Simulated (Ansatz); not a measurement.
# Zr3SiF2: the cost of one run

Computed with Ansatz 0.2.0 (DFT PBE, scalar-relativistic, plane waves, PAW, unless a step's input says otherwise).

## (1) Starting point

The structure is hexagonal, space group P6/mmm (No. 191). The conventional cell has a = 4.535 Å, b = 4.535 Å, c = 5.845 Å, α = 90.00°, β = 90.00°, γ = 120.00°. Zr (site symmetry -6m2) is surrounded by 6 Zr at 2.62 Å and 2 F at 2.92 Å. Around Zr (site symmetry 6/mmm) lie 6 Zr at 2.62 Å and 2 Si at 2.92 Å. Around Si (site symmetry 6/mmm) lie 6 F at 2.62 Å and 2 Zr at 2.92 Å. F (site symmetry -6m2) is surrounded by 3 F at 2.62 Å and 3 Si at 2.62 Å and 2 Zr at 2.92 Å.

Coordinates:

```
Zr Si F
1.0
     4.53473    0.00000    0.00000
    -2.26737    3.92719    0.00000
     0.00000    0.00000    5.84495
Zr Si F
3 1 2
Direct
  0.33333 0.66667 0.50000
  0.66667 0.33333 0.50000
  0.00000 0.00000 0.50000
  0.00000 0.00000 0.00000
  0.33333 0.66667 0.00000
  0.66667 0.33333 0.00000
```

Recipe of the guess: random cell by space group and Wyckoff sites (P6/mmm, No. 191). The dimensions are guesses.

## (2) A first look at the guess

Input file input.yaml:

```yaml
crystal:
  lattice:
    - [4.53473204, 0.0, 0.0]
    - [-2.26736602, 3.92719314, 0.0]
    - [0.0, 0.0, 5.84494915]
  atoms:
    - { symbol: Zr, position: [0.33333333, 0.66666667, 0.5] }
    - { symbol: Zr, position: [0.66666667, 0.33333333, 0.5] }
    - { symbol: Zr, position: [0.0, 0.0, 0.5] }
    - { symbol: Si, position: [0.0, 0.0, 0.0] }
    - { symbol: F, position: [0.33333333, 0.66666667, 0.0] }
    - { symbol: F, position: [0.66666667, 0.33333333, 0.0] }
basis:
  ecutwfc: 420
kpoints:
  mp_grid: { grid: [6, 6, 4] }
hamiltonian:
  xc: pbe
scf:
  occupations: { method: gaussian, width: 0.1 }
  lower_state_search: "off"
output:
  forces: true
  stress: true
  eigenvalues: true
```

Run with:

```
$ ansatz run input.yaml --threads 1 --pin off --max-ram 2560MiB --backend cpu --events-out ev --progress --plain --runs-dir out
```

What time and memory should one allow on 1 thread of AMD EPYC 7R43 (Zen 3), shared host?

About 5.4 s, with a peak of 0.43 GiB.
